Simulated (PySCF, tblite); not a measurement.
**C₃H₉ClSSi₂: geometry, infrared bands and NMR shifts**

Wanted: the infrared bands and NMR shifts of C₃H₉ClSSi₂ (`C/C=C\[SiH2]S[SiH2]Cl`), by calculation.

The runs use tblite 0.8.0 and PySCF 2.14.0, with density-fitted response routines of our own; the level of theory stands in each step. All values are computed, except where a source is named. Atoms count from 0, in the outputs and in this text.

### Step 1. Starting geometry

16 atoms, charge 0, multiplicity 1; geometry from: force field or distance geometry start.

Bonds of the start (Å): C0–C1 1.50, C1–C2 1.33, C2–Si3 1.82, Si3–S4 2.15, S4–Si5 2.13, Si5–Cl6 2.10, C0–H7 1.13, C0–H8 1.10, C0–H9 1.10, C1–H10 1.10, C2–H11 1.11, Si3–H12 1.47, Si3–H13 1.48, Si5–H14 1.48, Si5–H15 1.46.

### Step 2. Relaxing the molecule with GFN2-xTB

The job: settings as JSON, then the geometry in Å.

```
{"job": {"kind": "relax", "xc": "GFN2-xTB", "basis": "xTB"}, "charge": 0, "multiplicity": 1}
C     -1.855900     0.310500     1.184700
C     -2.217800    -0.450800    -0.055200
C     -1.415300    -0.454200    -1.116000
Si     0.144900     0.469900    -1.255800
S      1.785100    -0.921000    -1.210500
Si     3.039600    -0.400600     0.434800
Cl     4.155800     1.331900     0.043100
H     -1.976200    -0.434500     2.019400
H     -0.791300     0.576000     1.210500
H     -2.563600     1.145700     1.328400
H     -3.151600    -1.032700    -0.041100
H     -1.785600    -1.055900    -1.965900
H      0.315100     1.506200    -0.221700
H      0.148800     1.085000    -2.598900
H      2.175100    -0.165300     1.611600
H      3.985300    -1.501300     0.621400
```

The run is started by

```console
> OMP_NUM_THREADS=1 python probes_run.py task.json out
```

This one command runs all jobs of the session in turn.

**Question.** This job is followed by: GFN2-xTB harmonic vibrations, gas phase; GIAO PBE0/pcSseg-1 NMR shielding, non-relativistic, gas phase. What will the session give for the following? strongest single infrared mode (GFN2-xTB); zero-point energy (GFN2-xTB); 13C shifts against TMS (PBE0/pcSseg-1); 1H shifts against TMS (PBE0/pcSseg-1, means over atoms taken as alike); 29Si shifts against TMS (PBE0/pcSseg-1); 33S shifts against CS2 (PBE0/pcSseg-1); 35Cl shifts against HCl (PBE0/pcSseg-1).

As calculated:

| quantity | value |
| --- | --- |
| strongest single infrared mode (GFN2-xTB) | 700 cm⁻¹, 319 km/mol |
| zero-point energy (GFN2-xTB) | 66.7 kcal/mol |
| 13C shifts against TMS (PBE0/pcSseg-1) | 159.1, 124.7, 24.1 ppm |
| 1H shifts against TMS (PBE0/pcSseg-1, means over atoms taken as alike) | 7.05, 5.66, 5.58, 5.24, 2.09 ppm |
| 29Si shifts against TMS (PBE0/pcSseg-1) | -10.5, -48.7 ppm |
| 33S shifts against CS2 (PBE0/pcSseg-1) | -217 ppm |
| 35Cl shifts against HCl (PBE0/pcSseg-1) | 4 ppm |

What this shows: Relaxing lowered the energy by 0.419 eV in 223 steps; the close pair that moved most is Si5–Cl6, from 2.098 to 2.017 Å. All 42 modes are real, so the xTB geometry is a minimum. The strongest single mode, at 700 cm⁻¹, is carried by H14, H15, H11, H10. GFN2-xTB is a fitted tight-binding method: band positions and strengths are rough. Its intensities can rank the bands wrongly. At PBE0/pcSseg-1: Shielding is most anisotropic at C1 (span 259 ppm, paramagnetic term -228 ppm).
